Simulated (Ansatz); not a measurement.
**One shape, several levels: C2H7BClN (SMILES CNB(C)Cl)**

Wanted: a comparison of 6 runs (HF/3-21G, B3LYP/6-31G*, r2SCAN/6-31G**, PBE/def2-SVPD, CCSDT(Q)/MINI) of C2H7BClN. 

Program for the calculation: Ansatz 0.2.0.

1 further run of the same task is left out (set aside as unsound or not needed).

## Step 1: The structure to begin with

The species is C2H7BClN (12 atoms), meant as a singlet with charge 0. SMILES: `CNB(C)Cl`. The shape is that of a PBE0-D4/def2-TZVP optimisation. This is one conformer, not always the lowest.

Bond lengths: C1–N2 1.444 Å, N2–B3 1.389 Å, B3–C4 1.565 Å, B3–Cl5 1.788 Å, C1–H6 1.094 Å, C1–H7 1.094 Å, C1–H8 1.088 Å, N2–H9 1.008 Å, C4–H10 1.093 Å, C4–H11 1.094 Å, C4–H12 1.094 Å. Some angles: C1–N2–B3 129.4°, N2–B3–C4 122.8°, N2–B3–Cl5 118.9°, C4–B3–Cl5 118.3°, C1–N2–H9 114.1°, B3–N2–H9 116.4°, N2–C1–H6 111.3°, N2–C1–H7 111.3°, N2–C1–H8 109.4°, B3–C4–H10 113.2°.

## Step 2: Energy and gradient at HF/3-21G (run 1)

File in.yaml:

```yaml
crystal:
  periodic: [false, false, false]
  atoms:
    - symbol: C
      position_ang: [-1.556700, 0.765000, -0.933400]
    - symbol: "N"
      position_ang: [-0.561300, -0.131200, -0.395100]
    - symbol: B
      position_ang: [0.550400, 0.152500, 0.388200]
    - symbol: C
      position_ang: [1.536600, -0.954100, 0.891800]
    - symbol: Cl
      position_ang: [0.875400, 1.850200, 0.844500]
    - symbol: H
      position_ang: [-1.581200, 0.720200, -2.026100]
    - symbol: H
      position_ang: [-2.554800, 0.521600, -0.557600]
    - symbol: H
      position_ang: [-1.320300, 1.785700, -0.638600]
    - symbol: H
      position_ang: [-0.708800, -1.100200, -0.630100]
    - symbol: H
      position_ang: [1.260900, -1.959000, 0.561500]
    - symbol: H
      position_ang: [1.583700, -0.956800, 1.984700]
    - symbol: H
      position_ang: [2.553200, -0.748900, 0.543900]
basis:
  gaussian:
    orbitals: 3-21G.json
hamiltonian:
  xc: hf
output: {forces: true, orbitals: {seedname: orbitals}}
accuracy: high
```

The basis set 3-21G is read from a file made from the Basis Set Exchange's data (not shown).

Run with:

```bash
ansatz run in.yaml --threads 1 --pin off --max-ram 2610MiB --events-out events.jsonl --progress --plain --runs-dir runs
```

The log of the run, shortened:

```text
Warning: RAYON_NUM_THREADS=1 ignored (pool sized by the plan → 1); use --threads N
Functional definition: HF
  name "HF"
[...]
1555 factors; integrals over basis functions are off by at most 7.4e-9 eV
[...]
mean field -16747.74813451 eV, -615.4683919117 hartree, gradient 3.8e-8 eV, S^2 0.000000; 0 other end points of the search recorded, 0 dependent functions left out
[...]
reference -16747.74813451 eV, -615.4683919117 hartree; 24, 24 occupied and 39, 39 virtual orbitals, 1555 factors
Total energy: -16747.74813451 eV, -615.4683919117 hartree
Atom 0 at    -1.556700     0.765000    -0.933400 Å, force    -0.813465     0.869177    -0.422223 eV/Å
Atom 1 at    -0.561300    -0.131200    -0.395100 Å, force     0.255513    -0.893610     0.045727 eV/Å
Atom 2 at     0.550400     0.152500     0.388200 Å, force    -0.175196    -1.046361    -0.266482 eV/Å
Atom 3 at     1.536600    -0.954100     0.891800 Å, force     0.364169    -0.240775     0.209283 eV/Å
Atom 4 at     0.875400     1.850200     0.844500 Å, force     0.282353     1.207521     0.359492 eV/Å
Atom 5 at    -1.581200     0.720200    -2.026100 Å, force     0.011209     0.005112     0.324873 eV/Å
Atom 6 at    -2.554800     0.521600    -0.557600 Å, force     0.299160     0.063485    -0.110115 eV/Å
Atom 7 at    -1.320300     1.785700    -0.638600 Å, force    -0.127413    -0.330257    -0.128739 eV/Å
Atom 8 at    -0.708800    -1.100200    -0.630100 Å, force     0.038325     0.228398     0.058235 eV/Å
Atom 9 at     1.260900    -1.959000     0.561500 Å, force     0.045083     0.241888     0.064955 eV/Å
Atom 10 at     1.583700    -0.956800     1.984700 Å, force    -0.005715    -0.033788    -0.191641 eV/Å
Atom 11 at     2.553200    -0.748900     0.543900 Å, force    -0.174023    -0.070792     0.056636 eV/Å
Dipole moment:    -0.371065    -0.549625    -0.325173 e Å
```

Wall time 6.9 s (1 thread of Intel Xeon at 2.50GHz (Skylake/Cascade Lake), shared host); peak memory 0.17 GiB.

## Step 3: Energy and forces at B3LYP/6-31G(d) (spherical functions) (run 2)

File job.yaml:

```yaml
basis:
  gaussian: {orbitals: 6-31G_st_-spherical.json}
crystal:
  periodic: [false, false, false]
  atoms:
    - {symbol: C, position_ang: [-1.556700, 0.765000, -0.933400]}
    - {symbol: "N", position_ang: [-0.561300, -0.131200, -0.395100]}
    - {symbol: B, position_ang: [0.550400, 0.152500, 0.388200]}
    - {symbol: C, position_ang: [1.536600, -0.954100, 0.891800]}
    - {symbol: Cl, position_ang: [0.875400, 1.850200, 0.844500]}
    - {symbol: H, position_ang: [-1.581200, 0.720200, -2.026100]}
    - {symbol: H, position_ang: [-2.554800, 0.521600, -0.557600]}
    - {symbol: H, position_ang: [-1.320300, 1.785700, -0.638600]}
    - {symbol: H, position_ang: [-0.708800, -1.100200, -0.630100]}
    - {symbol: H, position_ang: [1.260900, -1.959000, 0.561500]}
    - {symbol: H, position_ang: [1.583700, -0.956800, 1.984700]}
    - {symbol: H, position_ang: [2.553200, -0.748900, 0.543900]}
hamiltonian: {xc: {name: B3LYP}}
accuracy: high
output: {forces: true, orbitals: {seedname: orbitals}}
```

The basis set 6-31G* is read from a file made from the Basis Set Exchange's data (not shown).

Run with:

```bash
ansatz run job.yaml --threads 1 --pin off --max-ram 2610MiB --events-out events.jsonl --progress --plain --runs-dir runs
```

The log of the run, shortened:

```text
Warning: RAYON_NUM_THREADS=1 ignored (pool sized by the plan → 1); use --threads N
Functional definition: B3LYP
  name "B3LYP"
[...]
2149 factors; integrals over basis functions are off by at most 5.8e-9 eV
[...]
mean field -16879.80408512 eV, -620.3213585859 hartree, gradient 9.4e-8 eV, S^2 0.000000; 0 other end points of the search recorded, 0 dependent functions left out
[...]
reference -16879.80412399 eV, -620.3213600143 hartree; 24, 24 occupied and 64, 64 virtual orbitals, 2149 factors
Total energy: -16879.80412399 eV, -620.3213600143 hartree
Atom 0 at    -1.556700     0.765000    -0.933400 Å, force    -0.202062     0.167886    -0.112683 eV/Å
Atom 1 at    -0.561300    -0.131200    -0.395100 Å, force     0.075105    -0.023099     0.046681 eV/Å
Atom 2 at     0.550400     0.152500     0.388200 Å, force     0.028310    -0.147968    -0.003512 eV/Å
Atom 3 at     1.536600    -0.954100     0.891800 Å, force     0.069473    -0.062050     0.037458 eV/Å
Atom 4 at     0.875400     1.850200     0.844500 Å, force     0.110141     0.406871     0.131689 eV/Å
Atom 5 at    -1.581200     0.720200    -2.026100 Å, force    -0.026560    -0.000890    -0.133733 eV/Å
Atom 6 at    -2.554800     0.521600    -0.557600 Å, force    -0.132533    -0.022754     0.025191 eV/Å
Atom 7 at    -1.320300     1.785700    -0.638600 Å, force    -0.006265     0.075249     0.006506 eV/Å
Atom 8 at    -0.708800    -1.100200    -0.630100 Å, force    -0.036618    -0.232870    -0.056452 eV/Å
Atom 9 at     1.260900    -1.959000     0.561500 Å, force    -0.014131    -0.131815    -0.028504 eV/Å
Atom 10 at     1.583700    -0.956800     1.984700 Å, force     0.016094    -0.024989     0.121001 eV/Å
Atom 11 at     2.553200    -0.748900     0.543900 Å, force     0.119046    -0.003570    -0.033642 eV/Å
Dipole moment:    -0.323911    -0.426681    -0.276336 e Å
```

Run time: 31 s. Hardware: 1 thread of Intel Xeon at 2.50GHz (Skylake/Cascade Lake), shared host; peak memory 0.33 GiB.

Runs 3 to 4 aren't shown in full; the table further down has their settings and results.

## Step 4: Energy and forces at PBE/def2-SVPD (run 5)

File run.yaml:

```yaml
crystal:
  periodic: [false, false, false]
  atoms:
    - {symbol: C, position_ang: [-1.556700, 0.765000, -0.933400]}
    - {symbol: "N", position_ang: [-0.561300, -0.131200, -0.395100]}
    - {symbol: B, position_ang: [0.550400, 0.152500, 0.388200]}
    - {symbol: C, position_ang: [1.536600, -0.954100, 0.891800]}
    - {symbol: Cl, position_ang: [0.875400, 1.850200, 0.844500]}
    - {symbol: H, position_ang: [-1.581200, 0.720200, -2.026100]}
    - {symbol: H, position_ang: [-2.554800, 0.521600, -0.557600]}
    - {symbol: H, position_ang: [-1.320300, 1.785700, -0.638600]}
    - {symbol: H, position_ang: [-0.708800, -1.100200, -0.630100]}
    - {symbol: H, position_ang: [1.260900, -1.959000, 0.561500]}
    - {symbol: H, position_ang: [1.583700, -0.956800, 1.984700]}
    - {symbol: H, position_ang: [2.553200, -0.748900, 0.543900]}
basis:
  gaussian: {orbitals: def2-SVPD}
output: {forces: true, orbitals: {seedname: orbitals}}
magnetization: {spin_polarized: false}
hamiltonian: {xc: {name: PBE}}
accuracy: high
```

Run with:

```bash
ansatz run run.yaml --threads 1 --pin off --max-ram 2610MiB --events-out events.jsonl --progress --plain --runs-dir runs
```

The log of the run, shortened:

```text
Warning: RAYON_NUM_THREADS=1 ignored (pool sized by the plan → 1); use --threads N
Functional definition: PBE
  name "PBE"
[...]
3321 factors; integrals over basis functions are off by at most 3.8e-9 eV
[...]
mean field -16862.10349296 eV, -619.6708738221 hartree, gradient 1.1e-8 eV, S^2 0.000000; 0 other end points of the search recorded, 0 dependent functions left out
[...]
reference -16862.10349790 eV, -619.6708740037 hartree; 24, 24 occupied and 139, 139 virtual orbitals, 3321 factors
Total energy: -16862.10349790 eV, -619.6708740037 hartree
Atom 0 at    -1.556700     0.765000    -0.933400 Å, force     0.067753    -0.116482     0.027658 eV/Å
Atom 1 at    -0.561300    -0.131200    -0.395100 Å, force    -0.138235     0.245305    -0.057683 eV/Å
Atom 2 at     0.550400     0.152500     0.388200 Å, force     0.265886    -0.158251     0.154171 eV/Å
Atom 3 at     1.536600    -0.954100     0.891800 Å, force    -0.189155     0.159232    -0.104744 eV/Å
Atom 4 at     0.875400     1.850200     0.844500 Å, force     0.074007     0.442430     0.112469 eV/Å
Atom 5 at    -1.581200     0.720200    -2.026100 Å, force    -0.030542    -0.015653    -0.499930 eV/Å
Atom 6 at    -2.554800     0.521600    -0.557600 Å, force    -0.465315    -0.104621     0.155236 eV/Å
Atom 7 at    -1.320300     1.785700    -0.638600 Å, force     0.102086     0.482089     0.133443 eV/Å
Atom 8 at    -0.708800    -1.100200    -0.630100 Å, force    -0.063557    -0.559242    -0.120770 eV/Å
Atom 9 at     1.260900    -1.959000     0.561500 Å, force    -0.121427    -0.449927    -0.146362 eV/Å
Atom 10 at     1.583700    -0.956800     1.984700 Å, force     0.033830    -0.008276     0.493934 eV/Å
Atom 11 at     2.553200    -0.748900     0.543900 Å, force     0.464669     0.083396    -0.147421 eV/Å
Dipole moment:    -0.317026    -0.387379    -0.266206 e Å
```

Run time: 50 s. Hardware: 1 thread of Intel Xeon at 2.50GHz (Skylake/Cascade Lake), shared host; peak memory 0.71 GiB.

## Step 5: Energy and gradient at CCSDT(Q)/MINI (density fitting with def2-universal-jkfit, cc-pVDZ-rifit for correlation) (run 6)

File input.yaml:

```yaml
crystal:
  periodic: [false, false, false]
  atoms:
    - {symbol: C, position_ang: [-1.556700, 0.765000, -0.933400]}
    - {symbol: N, position_ang: [-0.561300, -0.131200, -0.395100]}
    - {symbol: B, position_ang: [0.550400, 0.152500, 0.388200]}
    - {symbol: C, position_ang: [1.536600, -0.954100, 0.891800]}
    - {symbol: Cl, position_ang: [0.875400, 1.850200, 0.844500]}
    - {symbol: H, position_ang: [-1.581200, 0.720200, -2.026100]}
    - {symbol: H, position_ang: [-2.554800, 0.521600, -0.557600]}
    - {symbol: H, position_ang: [-1.320300, 1.785700, -0.638600]}
    - {symbol: H, position_ang: [-0.708800, -1.100200, -0.630100]}
    - {symbol: H, position_ang: [1.260900, -1.959000, 0.561500]}
    - {symbol: H, position_ang: [1.583700, -0.956800, 1.984700]}
    - {symbol: H, position_ang: [2.553200, -0.748900, 0.543900]}
basis:
  gaussian:
    orbitals: MINI.json
    fitting: {mean_field: def2-universal-jkfit, correlation: cc-pVDZ-rifit.json}
output: {forces: true}
correlation:
  method: ccsdt_q
  electrons: outside_noble_gas
```

The basis set MINI is read from a file made from the Basis Set Exchange's data (not shown).

Run with:

```bash
ansatz run input.yaml --threads 1 --pin off --max-ram 2610MiB --events-out events.jsonl --progress --plain --runs-dir runs
```

The log of the run, shortened:

```text
Warning: RAYON_NUM_THREADS=1 ignored (pool sized by the plan → 1); use --threads N
[... 2 set-up lines as earlier in the session ...]
[...]
556 factors; integrals over basis functions are off by at most 1.3e-3 eV
398 factors; integrals over basis functions are off by at most 3.1e-1 eV
[...]
mean field -16735.46771661 eV, -615.0170948779 hartree, gradient 1.9e-6 eV, S^2 0.000000; 0 other end points of the search recorded, 0 dependent functions left out
9 core orbitals not correlated: weight in the atoms' cores, before any rotation towards them, 1.000 or more for the frozen orbitals, at most 0.000 for the correlated occupied ones
reference -16735.46771661 eV, -615.0170948779 hartree; 15, 15 occupied and 12, 12 virtual orbitals, 398 factors
second order -5.17834469 eV of doubles, -0.00000000 eV of singles
cycle   1  -5.97882924 eV  change   -8.0e-1 eV  update   9.2e-2
[...]
cycle  11  -6.56418779 eV  change    1.6e-6 eV  update   2.8e-6
[...]
Atom 2 at     0.550400     0.152500     0.388200 Å, force     0.013021    -0.597693    -0.077363 eV/Å
Atom 3 at     1.536600    -0.954100     0.891800 Å, force    -1.401677     0.941226    -0.807197 eV/Å
Atom 4 at     0.875400     1.850200     0.844500 Å, force     0.775704     3.770058     1.049989 eV/Å
Atom 5 at    -1.581200     0.720200    -2.026100 Å, force    -0.237642    -0.074766    -4.588832 eV/Å
Atom 6 at    -2.554800     0.521600    -0.557600 Å, force    -4.259423    -0.894901     1.476819 eV/Å
Atom 7 at    -1.320300     1.785700    -0.638600 Å, force     0.988949     4.303318     1.239272 eV/Å
Atom 8 at    -0.708800    -1.100200    -0.630100 Å, force    -0.728088    -4.810372    -1.163592 eV/Å
Atom 9 at     1.260900    -1.959000     0.561500 Å, force    -0.974998    -3.717733    -1.191770 eV/Å
Atom 10 at     1.583700    -0.956800     1.984700 Å, force     0.195124    -0.019197     4.041018 eV/Å
Atom 11 at     2.553200    -0.748900     0.543900 Å, force     3.767185     0.747018    -1.269746 eV/Å
Dipole moment:    -0.403682    -0.409234    -0.327217 e Å
```

Wall time 4.4 min (1 thread of Intel Xeon at 2.50GHz (Skylake/Cascade Lake), shared host); peak memory 0.6 GiB.

## Step 6: All runs side by side

```
run                                                                                     level  Cartesian functions  accuracy  energy (Eh)  dipole moment (D)  HOMO energy (eV)  LUMO energy (eV)  wall time
  1                                                                                  HF/3-21G                   no      high  -615.468392               3.55            -10.86              4.96      6.9 s
  2                                                        B3LYP/6-31G* (spherical functions)                   no      high  -620.321360               2.90             -7.19              0.93       31 s
  3                                                        B3LYP/6-31G* (Cartesian functions)                  yes      high  -620.327402               2.89             -7.19              0.93       30 s
  4                                                      r2SCAN/6-31G** (spherical functions)                   no      high  -620.181849               2.92             -6.42              0.39       40 s
  5                                                                             PBE/def2-SVPD                   no      high  -619.670874               2.72             -6.42             -0.43       50 s
  6  CCSDT(Q)/MINI (density fitting with def2-universal-jkfit, cc-pVDZ-rifit for correlation)                   no    medium  -615.258476               3.18                 –                 –    4.4 min
```

## Step 7: Summary of results

| quantity | value |
| --- | --- |
| run 6: total energy | -615.25848 Eh |
| run 6: dipole moment (correlated density) | 3.18 D |
| run 6: correlation energy (9 core orbitals frozen) | -241.4 mEh |
| run 6: T1 diagnostic | 0.011 |
| run 6: largest force on an atom | 5.002 eV/Å |

**Reading.** The dipole moment (its size) runs from 2.72 D (PBE/def2-SVPD) to 3.55 D (HF/3-21G). The two ends differ in method and basis. Over runs 1, 2, 3, 4, 5 the HOMO–LUMO gap runs from 5.99 eV (PBE/def2-SVPD) to 15.82 eV (HF/3-21G). Totals of different functionals can't be ranked against each other. In run 6 the basis is minimal, so the values are rough. All runs together took 7 min, the longest 4.4 min.
